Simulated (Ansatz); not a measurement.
# BH4LiOSi: one structure at several levels

An exercise on one series of results from a longer session: the logs are not shown, and one member is left open.

The runs use Ansatz 0.2.0, Gaussian basis; single points in def2-TZVPP.

Correlated methods freeze the cores. The outer core shell of Li, Na, Mg and K is correlated.

## The starting structure

SMILES `[Li][SiH2]OB`, 8 atoms, charge 0, spin multiplicity 1.

Atoms are counted from 1 here; the program's logs count them from 0.

Bond lengths: Li1–Si2 2.412 Å, Li1–H7 1.976 Å, Si2–O3 1.716 Å, Si2–H5 1.450 Å, Si2–H6 1.678 Å, O3–B4 1.409 Å, B4–H7 1.434 Å, B4–H8 1.367 Å. Angles: Si2–Li1–H7 93.2°, Li1–Si2–O3 84.6°, Li1–Si2–H5 147.1°, Li1–Si2–H6 121.4°, O3–Si2–H5 97.0°, O3–Si2–H6 95.2°, H5–Si2–H6 91.3°, Si2–O3–B4 133.9°, O3–B4–H7 113.3°, O3–B4–H8 123.8°, H7–B4–H8 120.4°, Li1–H7–B4 112.4°.

Geometry (Å):

```mol
BH4LiOSi
  3D, bonds by distance, orders not assigned

  8  8  0  0  0  0  0  0  0  0999 V2000
   -2.0600    0.5004    0.0174 Li  0  0
    0.1489    1.4609    0.1422 Si  0  0
    0.6857   -0.1606   -0.0245 O   0  0
    0.0484   -1.4147    0.0566 B   0  0
    1.2306    1.9193    0.9921 H   0  0
    0.9347    2.0244   -1.2291 H   0  0
   -1.3705   -1.3446   -0.1380 H   0  0
    0.7041   -2.6096   -0.0524 H   0  0
  1  2  8  0
  1  7  8  0
  2  3  8  0
  2  5  8  0
  2  6  8  0
  3  4  8  0
  4  7  8  0
  4  8  8  0
M  END
```

The first run:

Input file run/in.yaml:

```yaml
crystal:
  periodic: [false, false, false]
  atoms:
    - {symbol: Li, position_ang: [-2.060000, 0.500400, 0.017400]}
    - {symbol: Si, position_ang: [0.148900, 1.460900, 0.142200]}
    - {symbol: O, position_ang: [0.685700, -0.160600, -0.024500]}
    - {symbol: B, position_ang: [0.048400, -1.414700, 0.056600]}
    - {symbol: H, position_ang: [1.230600, 1.919300, 0.992100]}
    - {symbol: H, position_ang: [0.934700, 2.024400, -1.229100]}
    - {symbol: H, position_ang: [-1.370500, -1.344600, -0.138000]}
    - {symbol: H, position_ang: [0.704100, -2.609600, -0.052400]}
basis:
  gaussian: {orbitals: def2-TZVPP}
correlation: {method: ccsd_t}
output: {forces: true}
```

The command line of these runs was not kept.

Steps of the session up to this table: CCSD(T)/def2-TZVPP; PBE0-D4/def2-TZVPP; wB97M-V/def2-TZVPP; r2SCAN-D4/def2-TZVPP; PBE-D4/def2-TZVPP; BHLYP-D4/def2-TZVPP; CAM-B3LYP-D4/def2-TZVPP.

One table of the session follows, with a row left open; its other results are not shown here.

```
      method  RMS force component (eV/Å)  angle to CCSD(T) forces (°)  dipole (D)
     CCSD(T)                       1.539                    reference        6.48
     PBE0-D4                       1.561                          4.9        6.22
     wB97M-V                       1.599                          2.9        6.43
   r2SCAN-D4                           ?                            ?           ?
      PBE-D4                       1.448                          5.5        5.85
    BHLYP-D4                       1.678                          8.0        6.58
CAM-B3LYP-D4                       1.612                          5.2        6.41
```

**Question.** Estimate the row for r2SCAN-D4.

**Answer.** RMS force component (eV/Å): 1.523; angle to CCSD(T) forces (°): 3.0; dipole (D): 6.18. In the column «RMS force component (eV/Å)» it lies between PBE-D4 (1.448) and CCSD(T) (1.539).
